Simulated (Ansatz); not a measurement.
# Al6NiPt5: the cost of one run

Method: DFT PBE, scalar-relativistic, plane waves, PAW, in Ansatz 0.2.0.

### Step 1. The system as given

It takes space group P4/mmm (No. 123, tetragonal). The conventional cell has a = 4.429 Å, b = 4.429 Å, c = 9.395 Å, α = 90.00°, β = 90.00°, γ = 90.00°. Al (site symmetry mmm) is surrounded by 8 Pt at 2.71 Å. Al (site symmetry 2mm) is surrounded by 6 Pt at 2.71 Å and 2 Ni at 2.71 Å. Around Ni (site symmetry 4/mmm) lie 8 Al at 2.71 Å. Pt (site symmetry 4mm) has 8 Al at 2.71 Å as nearest neighbours. Pt (site symmetry 4/mmm) has 8 Al at 2.71 Å as nearest neighbours.

Coordinates:

```
CELL_PARAMETERS angstrom
4.42882 0.00000 0.00000
0.00000 4.42882 0.00000
0.00000 0.00000 9.39495
ATOMIC_POSITIONS crystal
Al 0.50000 0.00000 0.00000
Al 0.50000 0.00000 0.33333
Al 0.50000 0.00000 0.66667
Al 0.00000 0.50000 0.00000
Al 0.00000 0.50000 0.33333
Al 0.00000 0.50000 0.66667
Ni 0.00000 0.00000 0.50000
Pt 0.50000 0.50000 0.16667
Pt 0.50000 0.50000 0.50000
Pt 0.50000 0.50000 0.83333
Pt 0.00000 0.00000 0.16667
Pt 0.00000 0.00000 0.83333
```

The start is an ordering of an alloy on its end members' structure types: elements ordered on the sites of the AlNi type, Ni/Pt on Ni (P4/mmm, No. 123).

### Step 2. Probe: one point on a coarse mesh

The input, input.yaml:

```yaml
crystal:
  lattice:
    - [4.42882088, 0.0, 0.0]
    - [0.0, 4.42882088, 0.0]
    - [0.0, 0.0, 9.39494783]
  atoms:
    - { symbol: Al, position: [0.5, 0.0, 0.0] }
    - { symbol: Al, position: [0.5, 0.0, 0.33333333] }
    - { symbol: Al, position: [0.5, 0.0, 0.66666667] }
    - { symbol: Al, position: [0.0, 0.5, 0.0] }
    - { symbol: Al, position: [0.0, 0.5, 0.33333333] }
    - { symbol: Al, position: [0.0, 0.5, 0.66666667] }
    - { symbol: Ni, position: [0.0, 0.0, 0.5], spin: 2.0 }
    - { symbol: Pt, position: [0.5, 0.5, 0.16666667] }
    - { symbol: Pt, position: [0.5, 0.5, 0.5] }
    - { symbol: Pt, position: [0.5, 0.5, 0.83333333] }
    - { symbol: Pt, position: [0.0, 0.0, 0.16666667] }
    - { symbol: Pt, position: [0.0, 0.0, 0.83333333] }
basis:
  ecutwfc: 420
kpoints:
  mp_grid: { grid: [4, 4, 2] }
hamiltonian:
  xc: pbe
scf:
  occupations: { method: gaussian, width: 0.1 }
  lower_state_search: "off"
output:
  forces: true
  stress: true
  eigenvalues: true
  populations: true
magnetization:
  spin_polarized: true
```

Run with:

```
> ansatz run input.yaml --threads 4 --pin off --max-ram 8192MiB --backend cpu --events-out ev --progress --plain --runs-dir out
```

**Question.** How long does this run take on 4 threads of Arm Neoverse V2, shared host, and how much memory does it need?

About 13 s, with a peak of 0.76 GiB.
